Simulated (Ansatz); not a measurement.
# C2H8FNSi: basis-set convergence

An exercise on one series of results from a longer session: the logs are not shown, and one member is left open.

Method: one geometry, several basis sets; program: Ansatz 0.2.0, Gaussian basis.

Levels to be run: PBE0-D4/def2-SVP; ωB97M-V/def2-SVP; PBE0-D4/def2-QZVPP; ωB97M-V/def2-QZVPP; the functionals' def2-TZVPP values are taken from earlier runs.

### The relaxed structure

The geometry comes from an earlier relaxation with PBE0-D4 in a triple-zeta def2 set; it is a stationary point, not always the lowest conformer.

SMILES `FCNC[SiH3]`, 13 atoms, charge 0, spin multiplicity 1.

Atoms are counted from 1 here; the program's logs count them from 0.

Bond lengths: F1–C2 1.407 Å, C2–N3 1.400 Å, C2–H6 1.093 Å, C2–H7 1.092 Å, N3–C4 1.454 Å, N3–H8 1.011 Å, C4–Si5 1.884 Å, C4–H9 1.096 Å, C4–H10 1.099 Å, Si5–H11 1.487 Å, Si5–H12 1.490 Å, Si5–H13 1.485 Å. Angles: F1–C2–N3 113.5°, F1–C2–H6 105.9°, F1–C2–H7 106.3°, N3–C2–H6 110.1°, N3–C2–H7 110.2°, H6–C2–H7 110.7°, C2–N3–C4 116.5°, C2–N3–H8 111.8°, C4–N3–H8 112.4°, N3–C4–Si5 111.1°, N3–C4–H9 108.4°, N3–C4–H10 113.2°, Si5–C4–H9 107.6°, Si5–C4–H10 109.9°, H9–C4–H10 106.3°, C4–Si5–H11 109.7°, C4–Si5–H12 109.3°, C4–Si5–H13 110.8° and more.

The first run:

in.yaml

```yaml
crystal:
  periodic: [false, false, false]
  atoms:
    - {symbol: F, position_ang: [-1.366697, 1.836110, 1.434538]}
    - {symbol: C, position_ang: [-0.001841, 1.508031, 1.332299]}
    - {symbol: N, position_ang: [0.227878, 0.242348, 0.779325]}
    - {symbol: C, position_ang: [-0.217870, 0.040684, -0.590183]}
    - {symbol: Si, position_ang: [0.314097, -1.647062, -1.236246]}
    - {symbol: H, position_ang: [0.444783, 2.281038, 0.701725]}
    - {symbol: H, position_ang: [0.400888, 1.555376, 2.346083]}
    - {symbol: H, position_ang: [-0.077421, -0.498023, 1.396286]}
    - {symbol: H, position_ang: [0.254461, 0.801274, -1.222762]}
    - {symbol: H, position_ang: [-1.302840, 0.165287, -0.715464]}
    - {symbol: H, position_ang: [-0.287822, -1.884378, -2.574857]}
    - {symbol: H, position_ang: [-0.160938, -2.703547, -0.299824]}
    - {symbol: H, position_ang: [1.793722, -1.731936, -1.336121]}
basis:
  gaussian: {orbitals: def2-SVP}
hamiltonian: {xc: pbe0, dispersion: d4}
output: {orbitals: {seedname: orbitals}}
```

The run is started by

```console
$ ansatz run in.yaml --threads 4 --pin off --events-out ev --progress --plain --max-ram 10444MiB
```

Among the steps run: PBE0-D4 in def2-SVP; ωB97M-V in def2-SVP; PBE0-D4 in def2-QZVPP; ωB97M-V in def2-QZVPP.

One table of the session follows, with a row left open; its other results are not shown here.

It belongs to the step «Density functionals: the series». 

```
functional       basis  HOMO (eV)  LUMO (eV)
   PBE0-D4    def2-SVP      -7.16       1.07
   PBE0-D4  def2-TZVPP      -7.34       0.55
   PBE0-D4  def2-QZVPP      -7.38       0.30
   ωB97M-V    def2-SVP      -9.51       2.87
   ωB97M-V  def2-TZVPP      -9.71       2.07
   ωB97M-V  def2-QZVPP          ?          ?
```

Q: Estimate the row for ωB97M-V, def2-QZVPP from the others.

As computed: HOMO (eV): -9.74; LUMO (eV): 1.57. In the column «HOMO (eV)» it is the lowest.
